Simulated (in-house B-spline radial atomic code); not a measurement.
# Zn¹³⁺: ionisation energy by several methods

Wanted: one ionisation energy, Zn¹³⁺ to configuration [Ne] 3s2 3p4, up the ladder of functionals.

The numbers are computed with in-house B-spline radial atomic code version 1 (non-relativistic, several functionals, spin-polarised; spherical all-electron atom at the radial basis limit), except any that are marked as measured or tabulated.

**1. The atom as given**

| Property | Result |
| --- | --- |
| element | zinc (Z = 30) |
| charge | +13 |
| electrons | 17 |
| configuration | [Ne] 3s2 3p5 |
| nucleus | point |

The outer shells:

[Ne] 3s2 3p5
```
[Ne] core
3s [↑↓]
3p [↑↓][↑↓][↑ ]
```

Where spins are not typed, each open shell is filled with up spins first.

**2. RPBE**

The run's settings:

```ini
Z = 30
electrons = 17.0
configuration = [Ne] 3s2 3p5
hamiltonian = nr
method = rpbe,pbe
spin_polarised = True
```

**3. PBEsol**

The run's settings:

```ini
Z = 30
electrons = 17.0
configuration = [Ne] 3s2 3p5
hamiltonian = nr
method = pbesol
spin_polarised = True
```

**4. TPSS**

The run's settings:

```ini
Z = 30
electrons = 17.0
configuration = [Ne] 3s2 3p5
hamiltonian = nr
method = tpss,tpss
spin_polarised = True
```

**5. M06-L**

The run's settings:

```ini
Z = 30
electrons = 17.0
configuration = [Ne] 3s2 3p5
hamiltonian = nr
method = m06l
spin_polarised = True
```

Before running: The tabulated ionisation energy is 453.4 ± 0.3 eV (semi-empirical; NIST Atomic Spectra Database). What does each method give, and which comes nearest?

As calculated:

| method | rung | total energy (hartree) | ΔSCF (eV) | −ε highest (eV) | ΔSCF less tabulated (eV) |
| --- | --- | --- | --- | --- | --- |
| RPBE | GGA | -1702.9299 | 452.99 | 435.32 (3p down) | -0.41 |
| PBEsol | GGA | -1701.3199 | 452.86 | 435.13 (3p down) | -0.54 |
| TPSS | meta-GGA | -1703.0293 | 453.18 | 435.60 (3p down) | -0.22 |
| M06-L | meta-GGA | -1702.9387 | 453.17 | 436.30 (3p down) | -0.23 |

**Reading.** Against the tabulated ionisation energy, 453.4 ± 0.3 eV (semi-empirical; NIST Atomic Spectra Database), the best here is TPSS (-0.22 eV) and the worst PBEsol (-0.54 eV, or 0.12 %). These runs lack relativity altogether, which can outweigh the gaps between the methods, so the nearest may be so by luck. Open shells are averaged (over orientations, and over spins where the run is restricted), while tables refer to the lowest levels. For the semilocal functionals minus the highest level recovers only 96 % of their own ΔSCF value, a mark of self-interaction.

Members of this set that are not shown: 3 used exact exchange with fractional occupations of an open shell, which is unsound here.
